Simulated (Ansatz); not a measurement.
# FH₃OSZn (built from SMILES S.[OH][Zn][F]): a reaction path by the nudged elastic band

Aim: the minimum-energy path between two given structures and its highest point. Both ends were relaxed at PBE0-D4 in triple zeta.

The runs use Ansatz 0.2.0, Gaussian basis; PBE0-D4/def2-SVP.

23 further runs of the same task are left out: 1 that didn't finish, 22 set aside as unsound or not needed.

### Step 1. The system as given

The first end: 7 atoms, charge 0, spin multiplicity 1.

Atoms are counted from 1 here; the program's logs count them from 0.

Bond lengths: Zn1–F2 1.769 Å, Zn1–O3 1.797 Å, Zn1–S5 2.599 Å, O3–H6 0.958 Å, H4–S5 1.343 Å, S5–H7 1.345 Å. Angles: F2–Zn1–O3 164.7°, F2–Zn1–S5 104.7°, O3–Zn1–S5 90.5°, Zn1–O3–H6 115.8°, Zn1–S5–H4 96.1°, Zn1–S5–H7 85.7°, H4–S5–H7 93.6°.

Coordinates:

```xyz
7
FH3OSZn
Zn    0.09929   -0.77093    0.70953
F     0.31540   -0.60971    2.45785
O     0.10433   -1.34932   -0.99162
H     0.26978    2.24268    0.27313
S    -0.82390    1.53499   -0.05428
H     0.38763   -2.25531   -1.12373
H    -0.35233    1.20760   -1.27087
```

The second end:

```xyz
7

Zn   -0.3565   -0.3797   -0.5642
F     0.5225    0.1734    1.7700
O    -0.0616   -2.0830   -0.9581
H     0.1493    0.9678    1.4141
S    -0.8884    1.7354   -0.3821
H     0.4068   -2.5640   -0.2728
H     0.2281    2.1501   -1.0069
```

### Step 2. The band at PBE0-D4/def2-SVP

Contents of neb/in.yaml:

```yaml
crystal:
  periodic: [false, false, false]
  atoms:
    - {symbol: Zn, position_ang: [0.099290, -0.770930, 0.709531]}
    - {symbol: F, position_ang: [0.315397, -0.609708, 2.457849]}
    - {symbol: O, position_ang: [0.104335, -1.349321, -0.991619]}
    - {symbol: H, position_ang: [0.269780, 2.242684, 0.273125]}
    - {symbol: S, position_ang: [-0.823901, 1.534989, -0.054285]}
    - {symbol: H, position_ang: [0.387634, -2.255313, -1.123730]}
    - {symbol: H, position_ang: [-0.352334, 1.207601, -1.270872]}
basis:
  gaussian: {orbitals: def2-SVP}
hamiltonian: {xc: pbe0, dispersion: d4}
neb:
  images: 5
  climbing: true
  max_iterations: 40
  initial_path: idpp
  final_atoms:
    - {symbol: Zn, position_ang: [-0.356509, -0.379702, -0.564187]}
    - {symbol: F, position_ang: [0.522483, 0.173406, 1.770030]}
    - {symbol: O, position_ang: [-0.061644, -2.082984, -0.958146]}
    - {symbol: H, position_ang: [0.149300, 0.967830, 1.414119]}
    - {symbol: S, position_ang: [-0.888353, 1.735367, -0.382111]}
    - {symbol: H, position_ang: [0.406785, -2.564033, -0.272839]}
    - {symbol: H, position_ang: [0.228135, 2.150116, -1.006866]}
```

Command:

```bash
> ansatz run in.yaml --threads 4 --pin off --events-out ev --progress --plain --max-ram 9574MiB
```

Q: Predict the outcome of this session. Wanted: from earlier runs: barrier over the separately found saddle, CCSD(T)/def2-TZVPP.

The runs gave:

```
                                                                       quantity                                           value
                                                PBE0-D4/def2-SVP, 14 iterations  highest 0.050 eV (image 4), last end -0.311 eV
from earlier runs: barrier over the separately found saddle, CCSD(T)/def2-TZVPP                                        0.361 eV
```

**Reading.** The highest image lies 0.050 eV above the first end, and it climbed, so it estimates the saddle. The ends are not quite minima at this level (largest force component 0.25 eV/Å), so the heights are unreliable: relaxing the first end would lower it and raise the barrier above it. The highest image is 0.310 eV below the CCSD(T) barrier in triple zeta, which comes from separate runs on the saddle.
